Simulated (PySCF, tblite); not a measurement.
**C₆H₈ClF: a rotation path, then NMR shifts on frames**

Aim: move C₆H₈ClF (`CC1([C@@H](Cl)CF)C=C1`) away from its starting geometry and see how NMR shifts follow the geometry.

Programs: tblite 0.8.0 and PySCF 2.14.0, with density-fitted response routines of our own. Each step states its level of theory. These are calculated values for one molecule in the gas phase, unless marked as measured. Atoms are numbered from 0 throughout.

### 1 The starting structure

16 atoms, charge 0, multiplicity 1; geometry from: GFN2-xTB.

Bonds of the start (Å): C0–C1 1.52, C1–C2 1.52, C2–Cl3 1.80, C2–C4 1.53, C4–F5 1.37, C1–C6 1.50, C6–C7 1.30, C7–C1 1.50, C0–H8 1.09, C0–H9 1.09, C0–H10 1.09, C2–H11 1.09, C4–H12 1.09, C4–H13 1.09, C6–H14 1.06, C7–H15 1.06.

### 2 A band between two rotamers with GFN2-xTB

Job settings and geometry (Å):

```
{"job": {"kind": "neb", "xc": "GFN2-xTB", "basis": "xTB", "atoms": [3, 2, 1, 6], "turn": 120}, "charge": 0, "multiplicity": 1}
C     -1.024718    -1.239032     0.149356
C     -0.592785     0.210885     0.046800
C      0.835843     0.495975     0.469563
Cl     1.043016     0.190134     2.227129
C      1.882550    -0.353566    -0.243899
F      1.825648    -0.114469    -1.593517
C     -1.196308     1.106671    -1.000268
C     -1.604557     1.309810     0.216995
H     -0.733385    -1.655653     1.111883
H     -2.105649    -1.307799     0.056345
H     -0.578117    -1.837427    -0.643324
H      1.059375     1.556294     0.317098
H      2.892447    -0.092017     0.087067
H      1.704371    -1.421516    -0.094078
H     -1.207262     1.331140    -2.037446
H     -2.208068     1.829513     0.918884
```

Level: GFN2-xTB climbing-image nudged elastic band, gas phase.

The run is started by

```console
$ OMP_NUM_THREADS=1 python probes_run.py task.json out
```

This one command runs all jobs of the session in turn.

What it wrote:

```text
image   E - E0 / eV
  0       0.0000
  1       0.0201
  2       0.0705
  3       0.1207
  4       0.1379
  5       0.1132
  6       0.0569
  7       0.0061
  8      -0.0189
```

Run time: 2.7 s. Hardware: 1 thread of Intel Xeon 6975P-C, shared host; peak memory 0.19 GiB.

The final band, with the dihedral Cl3–C2–C1–C6:

```tsv
image	dihedral (°)	energy (eV)	energy (kcal/mol)
0	143	0.000	0.0
1	161	0.020	0.5
2	178	0.071	1.6
3	195	0.121	2.8
4	212	0.138	3.2
5	230	0.113	2.6
6	248	0.057	1.3
7	266	0.006	0.1
8	281	-0.019	-0.4
```

### 3 Shielding tensors: image 0, PBE0/pcSseg-1

Job settings and geometry (Å):

```
{"job": {"kind": "nmr", "xc": "PBE0", "basis": "pcSseg-1", "pop": false}, "charge": 0, "multiplicity": 1}
C     -1.024700    -1.239000     0.149400
C     -0.592800     0.210900     0.046800
C      0.835800     0.496000     0.469600
Cl     1.043000     0.190100     2.227100
C      1.882600    -0.353600    -0.243900
F      1.825600    -0.114500    -1.593500
C     -1.196300     1.106700    -1.000300
C     -1.604600     1.309800     0.217000
H     -0.733400    -1.655700     1.111900
H     -2.105600    -1.307800     0.056300
H     -0.578100    -1.837400    -0.643300
H      1.059400     1.556300     0.317100
H      2.892400    -0.092000     0.087100
H      1.704400    -1.421500    -0.094100
H     -1.207300     1.331100    -2.037400
H     -2.208100     1.829500     0.918900
```

Method: GIAO PBE0/pcSseg-1 NMR shielding, non-relativistic, gas phase.

What it wrote:

```text
coarse grid: 14192 points
cycle   1  E = -792.7048089759  dE =  1.100e+00  |g| = 5.335e-01  |ddm| = 3.579e+00
cycle   2  E = -792.6797579561  dE =  2.505e-02  |g| = 6.920e-01  |ddm| = 1.007e+00
cycle   3  E = -792.7617260658  dE = -8.197e-02  |g| = 7.536e-02  |ddm| = 5.834e-01
cycle   4  E = -792.7627201651  dE = -9.941e-04  |g| = 2.757e-02  |ddm| = 8.895e-02
cycle   5  E = -792.7628764877  dE = -1.563e-04  |g| = 7.034e-03  |ddm| = 3.360e-02
cycle   6  E = -792.7628870948  dE = -1.061e-05  |g| = 2.538e-03  |ddm| = 1.042e-02
cycle   7  E = -792.7628884540  dE = -1.359e-06  |g| = 5.902e-04  |ddm| = 2.943e-03
final grid: 133576 points
cycle   8  E = -792.8180062532  dE = -5.525e-05  |g| = 8.333e-03  |ddm| = 4.029e-02
cycle   9  E = -792.8180003729  dE =  5.880e-06  |g| = 9.986e-03  |ddm| = 1.817e-02
cycle  10  E = -792.8180219498  dE = -2.158e-05  |g| = 1.465e-03  |ddm| = 1.013e-02
cycle  11  E = -792.8180223222  dE = -3.724e-07  |g| = 3.098e-04  |ddm| = 1.636e-03
cycle  12  E = -792.8180223414  dE = -1.921e-08  |g| = 1.019e-04  |ddm| = 3.327e-04
cycle  13  E = -792.8180223433  dE = -1.969e-09  |g| = 4.460e-05  |ddm| = 1.114e-04
cycle  14  E = -792.8180223438  dE = -4.497e-10  |g| = 1.046e-05  |ddm| = 4.503e-05
converged SCF energy = -792.8180223438

GIAO shielding tensors (ppm)
atom      isotropic    diamagn.    paramagn.     s11        s22        s33       span
  0 C      166.468     244.117     -77.649    143.259    165.930    190.216     46.957
  1 C      161.853     240.702     -78.849    117.059    129.656    238.843    121.783
  2 C      110.987     244.993    -134.006     85.870    118.622    128.470     42.601
  3 Cl     850.817    1146.993    -296.176    664.195    811.163   1077.095    412.900
  4 C      100.865     239.479    -138.614     62.228     80.573    159.794     97.567
  5 F      410.024     474.324     -64.300    378.046    394.062    457.964     79.918
  6 C       54.563     253.133    -198.570    -83.908     75.660    171.938    255.847
  7 C       54.585     255.659    -201.073    -84.660     69.532    178.884    263.544
  8 H       29.567      28.644       0.922     24.535     30.177     33.988      9.454
  9 H       31.484      29.305       2.179     27.234     28.916     38.300     11.066
 10 H       30.010      29.109       0.902     25.453     28.624     35.954     10.501
 11 H       28.347      30.575      -2.228     24.222     28.462     32.356      8.134
 12 H       26.925      27.636      -0.712     21.652     28.938     30.184      8.532
 13 H       26.933      28.261      -1.328     24.092     28.105     28.601      4.509
 14 H       24.099      32.610      -8.511     21.640     24.603     26.054      4.414
 15 H       23.894      33.151      -9.257     21.111     24.925     25.647      4.536
```

It took 18 s on 1 thread of Intel Xeon 6975P-C, shared host; peak memory 0.84 GiB.

The references, computed at this level on geometries of the same kind, shield at (ppm): 1H TMS 31.72, 13C TMS 186.9, 19F CFCl3 170.9, 35Cl HCl 950. Their shielding less the atom's gives the shift. The references are single molecules in the gas phase, so shifts against H2O, NH3, PH3, H3PO4 or CFCl3 are not on the usual liquid scales and can be off by tens of ppm. Each atom is listed at this fixed geometry, with no averaging over motion; a spectrum would average atoms that exchange fast.

```tsv
atoms	environment	σ (ppm)	δ (ppm)
C6	alkene CH	54.6	132.4
C7	alkene CH	54.6	132.3
C4	sp3 CH2 bonded to F	100.9	86.1
C2	sp3 CH bonded to Cl	111.0	75.9
C1	three-membered-ring carbon	161.9	25.1
C0	methyl carbon	166.5	20.5
H15	hydrogen on an alkene CH	23.89	7.82
H14	hydrogen on an alkene CH	24.10	7.62
H12	hydrogen on an sp3 CH2 bonded to F	26.92	4.79
H13	hydrogen on an sp3 CH2 bonded to F	26.93	4.78
H11	hydrogen on an sp3 CH bonded to Cl	28.35	3.37
H8	hydrogen on a methyl carbon	29.57	2.15
H10	hydrogen on a methyl carbon	30.01	1.71
H9	hydrogen on a methyl carbon	31.48	0.23
Cl3	chlorine bonded to C	851	99
F5	fluorine on an sp3 carbon	410.0	-239.1
```

Ring of atoms C1, C6, C7: NICS(0) -29.5, NICS(1) -6.7, NICS(1)zz -14.9 ppm (means of both faces).

In rings of three or four atoms NICS is ruled by the nearby σ bonds, so it says little on aromaticity.

### 4 Nuclear shieldings: image 2, PBE0/pcSseg-1

Job settings and geometry (Å):

```
{"job": {"kind": "nmr", "xc": "PBE0", "basis": "pcSseg-1", "pop": false}, "charge": 0, "multiplicity": 1}
C     -1.209700    -1.244600     0.407800
C     -0.598000     0.112200     0.118300
C      0.834500     0.349000     0.594000
Cl     1.204900    -0.518900     2.109600
C      1.897100    -0.080400    -0.416700
F      1.787900     0.671800    -1.559300
C     -1.009500     0.852700    -1.122900
C     -1.482200     1.320700    -0.006100
H     -1.102600    -1.506000     1.457700
H     -2.270100    -1.213500     0.168700
H     -0.743300    -2.027100    -0.189200
H      0.968100     1.414100     0.810700
H      2.904300     0.091500    -0.023200
H      1.777800    -1.128500    -0.704300
H     -0.901600     0.881800    -2.178300
H     -2.065200     2.034100     0.521800
```

Method: GIAO PBE0/pcSseg-1 NMR shielding, non-relativistic, gas phase.

What it wrote:

```text
coarse grid: 14192 points
cycle   1  E = -792.6994327503  dE =  1.107e+00  |g| = 5.345e-01  |ddm| = 3.584e+00
cycle   2  E = -792.6738685467  dE =  2.556e-02  |g| = 6.939e-01  |ddm| = 9.642e-01
cycle   3  E = -792.7565063976  dE = -8.264e-02  |g| = 7.648e-02  |ddm| = 5.496e-01
cycle   4  E = -792.7575280983  dE = -1.022e-03  |g| = 2.812e-02  |ddm| = 8.775e-02
cycle   5  E = -792.7576901791  dE = -1.621e-04  |g| = 7.962e-03  |ddm| = 3.405e-02
cycle   6  E = -792.7577033425  dE = -1.316e-05  |g| = 3.175e-03  |ddm| = 1.073e-02
cycle   7  E = -792.7577054434  dE = -2.101e-06  |g| = 1.022e-03  |ddm| = 3.180e-03
final grid: 133576 points
cycle   8  E = -792.8134022402  dE = -4.903e-05  |g| = 9.106e-03  |ddm| = 3.931e-02
cycle   9  E = -792.8133896311  dE =  1.261e-05  |g| = 1.192e-02  |ddm| = 2.063e-02
cycle  10  E = -792.8134208986  dE = -3.127e-05  |g| = 1.822e-03  |ddm| = 1.191e-02
cycle  11  E = -792.8134215723  dE = -6.737e-07  |g| = 4.559e-04  |ddm| = 1.837e-03
cycle  12  E = -792.8134216163  dE = -4.404e-08  |g| = 1.776e-04  |ddm| = 4.821e-04
cycle  13  E = -792.8134216229  dE = -6.587e-09  |g| = 3.492e-05  |ddm| = 1.612e-04
cycle  14  E = -792.8134216232  dE = -2.640e-10  |g| = 8.754e-06  |ddm| = 4.379e-05
converged SCF energy = -792.8134216232

GIAO shielding tensors (ppm)
atom      isotropic    diamagn.    paramagn.     s11        s22        s33       span
  0 C      163.199     243.009     -79.810    136.457    165.862    187.278     50.821
  1 C      164.559     241.199     -76.641    123.294    127.800    242.582    119.288
  2 C      115.879     244.086    -128.207     91.137    119.931    136.569     45.431
  3 Cl     843.601    1146.897    -303.296    696.542    787.987   1046.275    349.733
  4 C       98.392     240.032    -141.640     57.739     80.760    156.675     98.936
  5 F      407.204     474.146     -66.942    376.282    388.039    457.290     81.007
  6 C       57.014     253.047    -196.033    -83.668     77.171    177.539    261.207
  7 C       55.080     256.685    -201.605    -84.585     70.675    179.149    263.734
  8 H       29.172      28.507       0.665     23.418     30.659     33.438     10.020
  9 H       31.521      29.101       2.419     27.406     28.900     38.256     10.850
 10 H       30.061      28.740       1.321     26.061     28.141     35.981      9.920
 11 H       28.263      30.086      -1.823     24.670     28.126     31.992      7.322
 12 H       26.984      27.837      -0.852     21.462     29.260     30.231      8.769
 13 H       26.846      28.493      -1.647     23.225     28.358     28.956      5.731
 14 H       24.226      32.538      -8.313     21.518     24.376     26.784      5.266
 15 H       23.958      33.373      -9.415     21.003     25.242     25.630      4.627
```

Wall time 17 s (1 thread of Intel Xeon 6975P-C, shared host); peak memory 0.9 GiB.

In short: δ C7 131.8, C6 129.9, C4 88.5, C2 71.0, H15 7.76, H14 7.49 ppm.

(Part 1 of 2 ends here.)
